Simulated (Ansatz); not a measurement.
# ClFH2NSTa: basis-set convergence

How large a basis does ClFH2NSTa need? Two functionals are run in growing sets.

Computed with Ansatz 0.2.0, Gaussian basis. Level: one geometry, several basis sets.

Levels to be run: PBE0-D4/def2-SVP; ωB97M-V/def2-SVP; PBE0-D4/def2-QZVPP; ωB97M-V/def2-QZVPP; the functionals' def2-TZVPP values are taken from earlier runs.

**1. The geometry**

An earlier PBE0-D4 in a triple-zeta def2 set relaxation fixed the geometry. Ta takes the def2 core potential; no spin-orbit term is included.

7 atoms, charge 0, spin multiplicity 1.

Atoms are counted from 1 here; the program's logs count them from 0.

Bond lengths: N1–Ta2 1.945 Å, N1–H6 1.009 Å, N1–H7 1.012 Å, Ta2–F3 1.870 Å, Ta2–S4 2.151 Å, Ta2–Cl5 2.296 Å. Angles: Ta2–N1–H6 126.3°, Ta2–N1–H7 122.8°, H6–N1–H7 110.9°, N1–Ta2–F3 109.5°, N1–Ta2–S4 105.0°, N1–Ta2–Cl5 109.7°, F3–Ta2–S4 111.3°, F3–Ta2–Cl5 109.9°, S4–Ta2–Cl5 111.3°.

**2. PBE0-D4 in def2-SVP**

Contents of in.yaml:

```yaml
crystal:
  periodic: [false, false, false]
  atoms:
    - {symbol: N, position_ang: [-1.180439, 0.251740, 0.159002]}
    - {symbol: Ta, position_ang: [0.681034, -0.231758, -0.133908]}
    - {symbol: F, position_ang: [0.769672, -1.722422, -1.259238]}
    - {symbol: S, position_ang: [1.455192, -0.682278, 1.821782]}
    - {symbol: Cl, position_ang: [1.799624, 1.533171, -1.085536]}
    - {symbol: H, position_ang: [-1.651777, 0.299849, 1.049604]}
    - {symbol: H, position_ang: [-1.812107, 0.483698, -0.597306]}
basis:
  gaussian: {orbitals: def2-SVP}
hamiltonian: {xc: pbe0, dispersion: d4}
output: {orbitals: {seedname: orbitals}}
```

Command:

```bash
ansatz run in.yaml --threads 4 --pin off --events-out ev --progress --plain --max-ram 10444MiB
```

Further steps of the session: ωB97M-V in def2-SVP; PBE0-D4 in def2-QZVPP; ωB97M-V in def2-QZVPP.

Before running them: what should the planned runs give, taken together? Wanted: PBE0-D4: double and triple zeta above quadruple; ωB97M-V: double and triple zeta above quadruple.

**Answer**, as computed:

```
                                       quantity           value
PBE0-D4: double and triple zeta above quadruple  14.64, 0.94 eV
ωB97M-V: double and triple zeta above quadruple  14.66, 0.89 eV
```

**Reading.** For PBE0-D4 the step from double to triple zeta gains 13.70 eV and the next only 0.94 eV. These are total energies; as a rule much of such shifts cancels in differences, which this series doesn't test.
